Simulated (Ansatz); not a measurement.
# GeCl5: the cost of one run

Program: Ansatz 0.2.0. Level of theory: DFT PBE, scalar-relativistic, plane waves, PAW. These are calculated values, not measurements.

### 1 Starting point

It takes space group F-43m (No. 216, cubic). Conventional cell: a = 8.112 Å, b = 8.112 Å, c = 8.112 Å, α = 90.00°, β = 90.00°, γ = 90.00°. Ge (site symmetry -43m) is surrounded by 16 Cl at 3.36 to 3.51 Å. Around Cl (site symmetry 3m) lie 9 Cl at 2.87 to 3.36 Å and 3 Ge at 3.36 Å. Cl (site symmetry -43m) has 12 Cl at 3.36 Å and 4 Ge at 3.51 Å in its first shell of neighbours.

Coordinates:

```cif
data_structure
_symmetry_space_group_name_H-M 'F-43m'
_symmetry_Int_Tables_number 216
_cell_length_a 8.1125
_cell_length_b 8.1125
_cell_length_c 8.1125
_cell_angle_alpha 90.000
_cell_angle_beta 90.000
_cell_angle_gamma 90.000
_cell_volume 533.90
loop_
_atom_site_label
_atom_site_type_symbol
_atom_site_symmetry_multiplicity
_atom_site_Wyckoff_symbol
_atom_site_fract_x
_atom_site_fract_y
_atom_site_fract_z
_atom_site_occupancy
Ge1 Ge 4 a 0.00000 0.00000 0.00000 1
Cl1 Cl 16 e 0.62500 0.12500 0.12500 1
Cl2 Cl 4 c 0.25000 0.25000 0.25000 1
```

The cell was relaxed beforehand at this level, from a database cell with other species swapped in; it is a trial structure. At a tolerance of 0.05 Å it has space group F-43m (No. 216); it has 22.25 Å³/atom, an uncorrected energy of +0.44 eV/atom over the elements.

### 2 Static run: bands, density of states and charges

Contents of input.yaml:

```yaml
crystal:
  lattice:
    - [0.0, 4.0562447911, 4.0562447911]
    - [4.0562447911, 0.0, 4.0562447911]
    - [4.0562447911, 4.0562447911, 0.0]
  atoms:
    - { symbol: Ge, position: [0.0, 0.0, 0.0] }
    - { symbol: Cl, position: [0.375001112, 0.375001112, 0.8749966639] }
    - { symbol: Cl, position: [0.375001112, 0.8749966639, 0.375001112] }
    - { symbol: Cl, position: [0.8749966639, 0.375001112, 0.375001112] }
    - { symbol: Cl, position: [0.375001112, 0.375001112, 0.375001112] }
    - { symbol: Cl, position: [0.75, 0.75, 0.75] }
basis:
  ecutwfc: 420
kpoints:
  mp_grid: { grid: [8, 8, 8] }
  band_path:
    path:
      - [[0.0, 0.0, 0.0], [-0.5, -0.5, 0.0], [-0.375, -0.375, 0.25]]
      - [[-0.375, 0.0, 0.375], [0.0, 0.0, 0.0], [0.0, 0.0, 0.5], [-0.5, -0.25, 0.25], [-0.5, -0.5, 0.0]]
    npoints: 14
hamiltonian:
  xc: pbe
scf:
  occupations: { method: gaussian, width: 0.1 }
  n_extra_bands: 15
output:
  forces: true
  stress: true
  eigenvalues: true
  populations: true
  dos: { projected: true, de: 0.02, nscf_kmesh: { grid: [10, 10, 10] } }
  bader: true
  write_density: true
  write_potential: true
  elf: true
  volumetric_format: npy
```

Launch:

```console
$ ansatz run input.yaml --threads 1 --pin off --max-ram 2560MiB --backend cpu --events-out ev --progress --plain --runs-dir out
```

**Question.** How long does this run take on 1 thread of Intel Xeon at 2.50GHz (Skylake/Cascade Lake), shared host, and how much memory does it need?

About 2.1 min, with a peak of 0.56 GiB.
